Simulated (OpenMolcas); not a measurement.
**CH6Sn (SMILES [CH3][SnH3]) at 6 levels**

We compute a comparison of 6 runs (HF/3-21G, B3LYP/def2-SVP, M06-2X/def2-SVP, SVWN5/def2-SVP, MP2/def2-SVP, CCSD(T)/def2-SVP) of CH6Sn. 

The results are computed with OpenMolcas 26.06.

## 1. Starting point

The species is CH6Sn (8 atoms), meant as a singlet with charge 0. As SMILES, `[CH3][SnH3]`. One bond was lengthened or shortened from a relaxed shape.

Bond lengths: C1–Sn2 2.140 Å, C1–H3 1.253 Å, C1–H4 1.090 Å, C1–H5 1.090 Å, Sn2–H6 1.709 Å, Sn2–H7 1.709 Å, Sn2–H8 1.709 Å. Some angles: C1–Sn2–H6 110.1°, C1–Sn2–H7 110.1°, C1–Sn2–H8 110.1°, Sn2–C1–H3 110.0°, Sn2–C1–H4 110.0°, Sn2–C1–H5 110.0°, H6–Sn2–H7 108.8°, H6–Sn2–H8 108.8°, H7–Sn2–H8 108.8°, H3–C1–H4 109.0°.

## 2. The energy at HF/3-21G (run 1)

The input, job.inp:

```
* CH6Sn Hartree-Fock
>>> EXPORT MOLCAS_PRINT=2

&GATEWAY
  BASLIB=$CurrDir
  BASISSET
  C.3-21G....
  C1 1.063595 0.328349 0.045154 angstrom
  End of Basis
  BASISSET
  Sn.3-21G....
  Sn2 -0.950305 -0.368151 0.237854 angstrom
  End of Basis
  BASISSET
  H.3-21G....
  H3 1.300500 0.627700 -1.148800 angstrom
  H4 1.758395 -0.450251 0.359754 angstrom
  H5 1.213695 1.210149 0.668054 angstrom
  H6 -2.042905 0.847749 -0.261746 angstrom
  H7 -1.187605 -1.755451 -0.732046 angstrom
  H8 -1.279605 -0.770551 1.866154 angstrom
  End of Basis

&SEWARD

&SCF
  THRESHOLDS=1e-10 1e-07 1e-07 1e-05
  PRORBITALS=1 2
```

The basis set 3-21G is read from a file made from the Basis Set Exchange's data (not shown).

The run is started by

```bash
$ export MOLCAS_MEM=1860
$ pymolcas job.inp > job.log
```

What it wrote:

```text
--- Start Module: gateway ---
[...]
--- Stop Module: gateway /rc=_RC_ALL_IS_WELL_ ---
--- Start Module: seward ---
[...]
      Basis functions           52
--- Stop Module: seward /rc=_RC_ALL_IS_WELL_ ---
--- Start Module: scf ---
[...]
       Convergence after  10 Iterations
[...]
::    Total SCF energy                              -6037.3695160921
[...]
      Total spin, S                                     0.0000000000
[...]
      Total electronic charge=   62.000000
      Total            charge=   -0.000000
[...]
      Dipole Moment (debye):
      Origin of the operator (angstrom)=   -0.7352   -0.2935    0.2162
                   X=  5.5669E-01               Y=  1.7118E-01               Z=  6.0718E-02           Total=  5.8557E-01
      Quadrupole Moment (debye*angstrom):
[...]
--- Stop Module: scf /rc=_RC_ALL_IS_WELL_ ---
[...]
```

Run time: 2.1 s. Hardware: 1 thread of Arm Neoverse V1, shared host; peak memory 0.38 GiB.

## 3. A single-point energy at B3LYP/def2-SVP (core potential) (run 2)

The input, input.xyz:

```xyz
8

C      1.063595     0.328349     0.045154
Sn    -0.950305    -0.368151     0.237854
H      1.300500     0.627700    -1.148800
H      1.758395    -0.450251     0.359754
H      1.213695     1.210149     0.668054
H     -2.042905     0.847749    -0.261746
H     -1.187605    -1.755451    -0.732046
H     -1.279605    -0.770551     1.866154
```

The input, calc.inp:

```
&GATEWAY
BASLIB = $CurrDir
COORD = input.xyz
BASIS = def2-SVP
GROUP = NoSym
&SEWARD
GRIDINPUT
Grid=UltraFine
End of Grid
&SCF
KSDFT = B3LYP
THRESHOLDS = 1e-10 1e-07 1e-07 1e-05
PRORBITALS = 1 1
```

The basis set def2-SVP is read from a file made from the Basis Set Exchange's data (not shown).

The run is started by

```bash
$ export MOLCAS_MEM=1860
$ pymolcas calc.inp > calc.log
```

What it wrote:

```text
--- Start Module: gateway ---
[...]
--- Stop Module: gateway /rc=_RC_ALL_IS_WELL_ ---
--- Start Module: seward ---
[...]
      Basis functions           70
--- Stop Module: seward /rc=_RC_ALL_IS_WELL_ ---
[...]
--- Start Module: scf ---
[...]
       Convergence after  12 Iterations
[...]
::    Total KS-DFT energy                            -256.0131420341
[...]
      Total spin, S                                     0.0000000000
[...]
      Total electronic charge=   34.000000
      Total            charge=   -0.000000
[...]
      Dipole Moment (debye):
      Origin of the operator (angstrom)=   -0.7352   -0.2935    0.2162
                   X=  6.9997E-01               Y=  2.2725E-01               Z=  1.2245E-02           Total=  7.3603E-01
      Quadrupole Moment (debye*angstrom):
[...]
--- Stop Module: scf /rc=_RC_ALL_IS_WELL_ ---
[...]
```

Run time: 17 s. Hardware: 1 thread of Arm Neoverse V1, shared host; peak memory 0.41 GiB.

Runs 3 to 5 aren't shown in full; the table further down has their settings and results.

## 4. A single-point energy at CCSD(T)/def2-SVP (core potential) (run 6)

The input, test.inp:

```
&GATEWAY
BasLib = $CurrDir
Coord
8
bohr
C      2.00990326     0.62048968     0.08532869
Sn    -1.79581618    -0.69570456     0.44947892
H      2.45758883     1.18618109    -2.17091737
H      3.32288497    -0.85085108     0.67983653
H      2.29355115     2.28685018     1.26243910
H     -3.86053095     1.60201343    -0.49462825
H     -2.24424819    -3.31732162    -1.38336645
H     -2.41810300    -1.45613036     3.52651997
Basis = def2-SVP
Group = NoSym
&SEWARD
&SCF
Thresholds = 1e-10 1e-07 1e-07 1e-05
PrOrbitals = 0
&RASSCF
FileOrb = $Project.ScfOrb
Spin = 1
Nactel = 0 0 0
Inactive = 17
Ras2 = 0
OutOrbitals = Canonical
OrbListing = Nothing
&MOTRA
JobIph
Frozen = 5
&CCSDT
CCT
Triples = 2
Iterations = 80
Accuracy = 1e-08
Extrapolation = 5 4
```

The basis set def2-SVP is read from a file made from the Basis Set Exchange's data (not shown).

The run is started by

```bash
$ export MOLCAS_MEM=1860
$ pymolcas test.inp > test.log
```

What it wrote:

```text
--- Start Module: gateway ---
[...]
--- Stop Module: gateway /rc=_RC_ALL_IS_WELL_ ---
[...]
      Basis functions           70
[...]
       Convergence after  11 Iterations
[...]
::    Total SCF energy                               -254.6309772508
[...]
      Total spin, S                                     0.0000000000
[...]
      Number of active orbitals                  0
[...]
      Spin quantum number                      0.0
[...]
      Active orbitals                            0
[...]
      Number of CSFs                             1
[...]
      Number of root(s) required                 1
[...]
      Convergence after  4 iterations
[...]
      Natural orbitals and occupation numbers for root  1
      ************************************************************************************************************************
      *                                                    Final results                                                     *
      ************************************************************************************************************************
[...]
::    RASSCF root number  1 Total energy:   -254.63097725
[...]
      Total electronic charge=   34.000000
      Total            charge=   -0.000000
[...]
      Dipole Moment (debye):
      Origin of the operator (angstrom)=   -0.7352   -0.2935    0.2162
                   X=  6.2255E-01               Y=  1.9552E-01               Z=  4.6191E-02           Total=  6.5416E-01
      Quadrupole Moment (debye*angstrom):
[...]
--- Start Module: motra ---
[...]
      *** WARNING: Default frozen orbitals is overwritten by user input.
      *** Default values:   1
[...]
--- Stop Module: motra /rc=_RC_ALL_IS_WELL_ ---
--- Start Module: ccsdt ---
[...]
      Convergence after                    15  Iterations
      Total energy (diff) :    -254.94799049      -0.00000000
[...]
 METHOD                       : CCSD+T(CCSD)+<T3(1)WT1> = CCSD(T)
[...]
       CCSD     =      -254.9479904883714
[...]
--- Stop Module: ccsdt /rc=_RC_ALL_IS_WELL_ ---
[...]
```

Run time: 27 s. Hardware: 1 thread of Arm Neoverse V1, shared host; peak memory 0.41 GiB.

## 5. The series

```
run                              level  integration grid  frozen core orbitals   energy (Eh)  dipole moment (D) of the reference  HOMO energy (eV)  LUMO energy (eV)  wall time
  1                           HF/3-21G                 –                     –  -6037.369516                                0.59            -11.17              3.74      2.1 s
  2    B3LYP/def2-SVP (core potential)         UltraFine                     –   -256.013142                                0.74             -8.14              0.42       17 s
  3   M06-2X/def2-SVP (core potential)         UltraFine                     –   -255.829074                                0.67             -9.46              1.36       21 s
  4    SVWN5/def2-SVP (core potential)         UltraFine                     –   -255.175793                                0.78             -7.29             -0.25       12 s
  5      MP2/def2-SVP (core potential)                 –                     5   -254.906823                                0.65            -11.21              3.38      3.6 s
  6  CCSD(T)/def2-SVP (core potential)                 –                     5   -254.956398                                0.65            -11.21              3.38       27 s
```

## 6. Summary of results

| quantity | value |
| --- | --- |
| run 6: total energy | -254.95640 Eh |
| run 6: dipole moment (mean-field density) | 0.65 D |
| run 6: HOMO energy (Hartree–Fock orbitals) | -11.21 eV |
| run 6: LUMO energy (Hartree–Fock orbitals) | 3.38 eV |
| run 6: HOMO–LUMO gap (Hartree–Fock orbitals) | 14.59 eV |
| run 6: correlation energy (5 core orbitals frozen) | -325.4 mEh |
| run 6: (T) correction | -8.41 mEh |

What this shows: Over runs 1, 2, 3, 4 the dipole moment (its size) runs from 0.59 D (HF/3-21G) to 0.78 D (SVWN5/def2-SVP). The two ends differ in method and basis and core potential. Over runs 1, 2, 3, 4 the HOMO–LUMO gap runs from 7.04 eV (SVWN5/def2-SVP) to 14.91 eV (HF/3-21G). Totals of different functionals can't be ranked against each other. Some runs of one species differ in core potentials or relativity; totals across that change don't compare. In run 1 relativity is left out where basis or elements ask for it. All runs together took 82 s, the longest 27 s.
